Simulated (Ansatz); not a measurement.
# CH3NSn: basis-set convergence

An exercise on one series of results from a longer session: the logs are not shown, and one member is left open.

Computed with Ansatz 0.2.0, Gaussian basis. Level: one geometry, several basis sets.

Levels to be run: PBE0-D4/def2-SVP; ωB97M-V/def2-SVP; PBE0-D4/def2-QZVPP; ωB97M-V/def2-QZVPP; the functionals' def2-TZVPP values are taken from earlier runs.

### The geometry

An earlier PBE0-D4 in a triple-zeta def2 set relaxation fixed the geometry. Sn takes the def2 core potential; no spin-orbit term is included.

SMILES `N#[C][SnH3]`, 6 atoms, charge 0, spin multiplicity 1.

Atoms are counted from 1 here; the program's logs count them from 0.

Bond lengths: N1–C2 1.152 Å, C2–Sn3 2.112 Å, Sn3–H4 1.695 Å, Sn3–H5 1.695 Å, Sn3–H6 1.695 Å. Angles: N1–C2–Sn3 179.8°, C2–Sn3–H4 106.1°, C2–Sn3–H5 106.0°, C2–Sn3–H6 106.1°, H4–Sn3–H5 112.7°, H4–Sn3–H6 112.6°, H5–Sn3–H6 112.6°.

Coordinates:

```
atom     x (Å)     y (Å)     z (Å)
  N1   2.05705  -0.92466   1.31066
  C2   1.14959  -0.51811   0.72850
 Sn3  -0.51393   0.22162  -0.34280
  H4  -0.14503   1.83012  -0.73138
  H5  -0.66369  -0.76371  -1.71427
  H6  -1.84188   0.09074   0.70300
```

Set-up of the first run:

File in.yaml:

```yaml
crystal:
  periodic: [false, false, false]
  atoms:
    - {symbol: N, position_ang: [2.057048, -0.924658, 1.310657]}
    - {symbol: C, position_ang: [1.149591, -0.518109, 0.728496]}
    - {symbol: Sn, position_ang: [-0.513933, 0.221619, -0.342797]}
    - {symbol: H, position_ang: [-0.145034, 1.830119, -0.731384]}
    - {symbol: H, position_ang: [-0.663688, -0.763714, -1.714275]}
    - {symbol: H, position_ang: [-1.841885, 0.090742, 0.703003]}
basis:
  gaussian: {orbitals: def2-SVP}
hamiltonian: {xc: pbe0, dispersion: d4}
output: {orbitals: {seedname: orbitals}}
```

Among the steps run: PBE0-D4 in def2-SVP; ωB97M-V in def2-SVP; PBE0-D4 in def2-QZVPP; ωB97M-V in def2-QZVPP.

One of the session's tables, all rows but one given; the rest of the session is left out.

It belongs to the step «Density functionals: the series». 

```
functional       basis  HOMO (eV)  LUMO (eV)
   PBE0-D4    def2-SVP      -9.45      -0.11
   PBE0-D4  def2-TZVPP          ?          ?
   PBE0-D4  def2-QZVPP      -9.54      -0.41
   ωB97M-V    def2-SVP     -11.66       1.62
   ωB97M-V  def2-TZVPP     -11.78       1.03
   ωB97M-V  def2-QZVPP     -11.80       0.78
```

Estimate the missing values for PBE0-D4, def2-TZVPP.

**Answer.** HOMO (eV): -9.53; LUMO (eV): -0.35. In the column «HOMO (eV)» it lies between PBE0-D4, def2-QZVPP (-9.54) and PBE0-D4, def2-SVP (-9.45).
